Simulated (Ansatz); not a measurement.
BK (charge -1), a search for lower mean-field states

Run with the Python package of Ansatz (0.2.0).

Script `states_bk.py`:
```python
'''Does a wider search find a lower mean-field state of BK(-)?'''

import ansatz as az
from ase import Atoms
import numpy as np


def main() -> None:
    atoms = Atoms(['K', 'B'], positions=[
        [0.0, 0.0, 0.0],
        [0.0, 0.0, 2.86],
    ])
    geometry = az.Crystal.molecule_from_ase(atoms)
    symbols = [site.symbol for site in geometry.cartesian_sites]

    start = np.array([site.position_ang for site in geometry.cartesian_sites])
    for factor in [1.0, 1.3]:
        xyz = (start - start.mean(axis=0)) * factor
        scaled = az.Crystal.molecule()
        for symbol, place in zip(symbols, xyz):
            scaled = scaled.atom(symbol, place.tolist())
        calc = (
            scaled.calculation()
            .basis(gaussian='def2-TZVP')  # atom-centred Gaussian functions
            .functional('b3lyp')
            .charge(-1)
            .spin('collinear', total=1)  # two spin channels
        )
        for search in ('off', 'standard'):
            try:
                summary = calc.scf(lower_state_search=search).run().report
            except az.AnsatzError as error:
                print(f'x{factor} search {search}: {type(error).__name__}')
                continue
            state = summary['mean_field']['state']
            print(f'all distances x{factor}, search {search:8s} E = {summary["free_energy_ev"]:.5f} eV  <S^2> = {abs(state["spin_squared"]):.3f}  other states met: {len(summary["mean_field"]["others"])}')


if __name__ == '__main__':
    main()
```

```console
$ python states_bk.py
all distances x1.0, search off      E = -16997.24945 eV  <S^2> = 1.509  other states met: 0
all distances x1.0, search standard E = -16997.24945 eV  <S^2> = 1.509  other states met: 20
all distances x1.3, search off      E = -16997.20303 eV  <S^2> = 1.371  other states met: 0
all distances x1.3, search standard E = -16997.20303 eV  <S^2> = 1.371  other states met: 18
```

Notes:
- Total energies depend on the basis set; only differences at equal settings carry meaning.
- The count of other states can hold repeated and symmetry-equivalent ends of the search; scaling all distances is a test, and for more than two atoms no physical path.
- The species is open-shell (spin multiplicity 2).
- The expectation value of S² is noticeably off S(S+1) in at least one run, so that state is spin-contaminated.
- b3lyp holds the VWN-RPA fit, as in Gaussian; the form of ORCA and Turbomole is b3lyp5.
- The spin state was assumed, and another may lie lower.
- Anions want diffuse functions, which this basis lacks.
- Run time: 34 s on 1 thread of Intel(R) Xeon(R) 6975P-C (Granite Rapids) (shared host), peak memory 0.25 GiB.
